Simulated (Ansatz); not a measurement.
# HfC: the cost of one run

Computed with Ansatz 0.2.0 (DFT PBEsol, scalar-relativistic, plane waves, PAW, unless a step's input says otherwise).

1 further run of the same task is left out (set aside as unsound or not needed).

## 1. The system as given

The structure is cubic, space group Fm-3m (No. 225). The conventional cell has a = 4.607 Å, b = 4.607 Å, c = 4.607 Å, α = 90.00°, β = 90.00°, γ = 90.00°. Hf (site symmetry m-3m) is surrounded by 6 C at 2.30 Å. Around C (site symmetry m-3m) lie 6 Hf at 2.30 Å.

As a file:

```cif
data_structure
_symmetry_space_group_name_H-M 'Fm-3m'
_symmetry_Int_Tables_number 225
_cell_length_a 4.6073
_cell_length_b 4.6073
_cell_length_c 4.6073
_cell_angle_alpha 90.000
_cell_angle_beta 90.000
_cell_angle_gamma 90.000
_cell_volume 97.80
loop_
_atom_site_label
_atom_site_type_symbol
_atom_site_symmetry_multiplicity
_atom_site_Wyckoff_symbol
_atom_site_fract_x
_atom_site_fract_y
_atom_site_fract_z
_atom_site_occupancy
Hf1 Hf 4 b 0.50000 0.00000 0.00000 1
C1 C 4 a 0.00000 0.00000 0.00000 1
```

This cell was relaxed beforehand with the same method: volume 12.23 Å³/atom, gap on the mesh none (metal).

## 2. The bulk in the cell of the plane

File input.yaml:

```yaml
crystal:
  lattice:
    - [3.2578677675, 0.0, 0.0]
    - [-1.6289338838, 2.8213962488, 0.0]
    - [1.6289338838, 0.9404654163, 2.6600378933]
  atoms:
    - { symbol: Hf, position: [0.0, 0.5, 0.5] }
    - { symbol: C, position: [0.0, 0.0, 0.0] }
basis:
  ecutwfc: 420
kpoints:
  mp_grid: { grid: [12, 12, 13] }
hamiltonian:
  xc: pbesol
scf:
  occupations: { method: gaussian, width: 0.1 }
output:
  forces: true
  stress: true
  eigenvalues: true
```

Run with:

```console
> ansatz run input.yaml --threads 1 --pin off --max-ram 2560MiB --backend cpu --events-out ev --progress --plain --runs-dir out
```

Q: Estimate wall time and peak memory on 1 thread of Intel Xeon 6975P-C (Granite Rapids), shared host.

About 6.9 s, with a peak of 0.54 GiB.
